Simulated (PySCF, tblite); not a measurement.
**C8H17N: infrared bands and NMR shifts**

Wanted: the infrared bands and NMR shifts of C8H17N (`CN(C)C1CCCCC1`), by calculation.

Programs: tblite 0.8.0 and PySCF 2.14.0, with density-fitted response routines of our own. Each step states its level of theory. These are calculated values for one molecule in the gas phase, unless marked as measured. Atoms count from 0, in the outputs and in this text.

**1. Starting geometry**

26 atoms, charge 0, multiplicity 1; geometry from: GFN2-xTB.

Bonds of the start (Å): C0–N1 1.45, N1–C2 1.45, N1–C3 1.46, C3–C4 1.53, C4–C5 1.53, C5–C6 1.53, C6–C7 1.53, C7–C8 1.53, C8–C3 1.54, C0–H9 1.09, C0–H10 1.09, C0–H11 1.10, C2–H12 1.09, C2–H13 1.09, C2–H14 1.10, C3–H15 1.10, C4–H16 1.09, C4–H17 1.09, C5–H18 1.09, C5–H19 1.09, C6–H20 1.09, C6–H21 1.09, C7–H22 1.09, C7–H23 1.09, C8–H24 1.09, C8–H25 1.09.

**2. Infrared spectrum with GFN2-xTB**

What the job is given:

```
{"job": {"kind": "ir", "xc": "GFN2-xTB", "basis": "xTB"}, "charge": 0, "multiplicity": 1}
C      2.230854    -0.440987    -1.032434
N      1.669834    -0.533179     0.297957
C      2.496492     0.171232     1.252645
C      0.251374    -0.213601     0.406611
C     -0.606386    -1.318240    -0.218254
C     -2.081394    -1.071919     0.084816
C     -2.516294     0.286362    -0.457989
C     -1.651460     1.398624     0.127815
C     -0.176316     1.145554    -0.169740
H      3.209145    -0.923151    -1.026133
H      1.598171    -0.970111    -1.739832
H      2.364882     0.595519    -1.378430
H      2.086410     0.043492     2.253122
H      3.496572    -0.262128     1.232562
H      2.588256     1.248788     1.044170
H      0.034688    -0.205575     1.482451
H     -0.468554    -1.336062    -1.300541
H     -0.287663    -2.282896     0.178855
H     -2.242007    -1.098632     1.165089
H     -2.687463    -1.862881    -0.362237
H     -3.566286     0.464971    -0.216111
H     -2.418012     0.288880    -1.546252
H     -1.953108     2.362434    -0.289529
H     -1.801302     1.442163     1.209566
H      0.430269     1.943039     0.265808
H     -0.021744     1.150918    -1.250713
```

**Question.** This job is followed by: GIAO PBE0/pcSseg-1 NMR shielding, non-relativistic, gas phase. What will the session give for the following? strongest single infrared mode (GFN2-xTB); zero-point energy (GFN2-xTB); 13C shifts against TMS (PBE0/pcSseg-1, means over atoms taken as alike); 1H shifts against TMS (PBE0/pcSseg-1, means over atoms taken as alike); 15N shifts against NH3 (PBE0/pcSseg-1).

As calculated:

| quantity | value |
| --- | --- |
| strongest single infrared mode (GFN2-xTB) | 2987 cm⁻¹, 216 km/mol |
| zero-point energy (GFN2-xTB) | 150.2 kcal/mol |
| 13C shifts against TMS (PBE0/pcSseg-1, means over atoms taken as alike) | 67.7, 42.3, 31.0, 30.9, 30.6 ppm |
| 1H shifts against TMS (PBE0/pcSseg-1, means over atoms taken as alike) | 2.28, 2.09, 1.86, 1.79, 1.67, 1.20, 1.12, 1.03 ppm |
| 15N shifts against NH3 (PBE0/pcSseg-1) | 44.5 ppm |

**Reading.** All 72 modes are real, so the xTB geometry is a minimum. GFN2-xTB is a fitted tight-binding method: band positions and strengths are rough. Its intensities can rank the bands wrongly. H9, H10, H11, H12, H13, H14 (mean) (hydrogen on a methyl carbon bonded to N) lies farthest downfield among hydrogen, at 2.28 ppm; its carbon carries N, hence the downfield position. At PBE0/pcSseg-1: The largest span, 74 ppm, is at N1, where the paramagnetic term is -100 ppm.
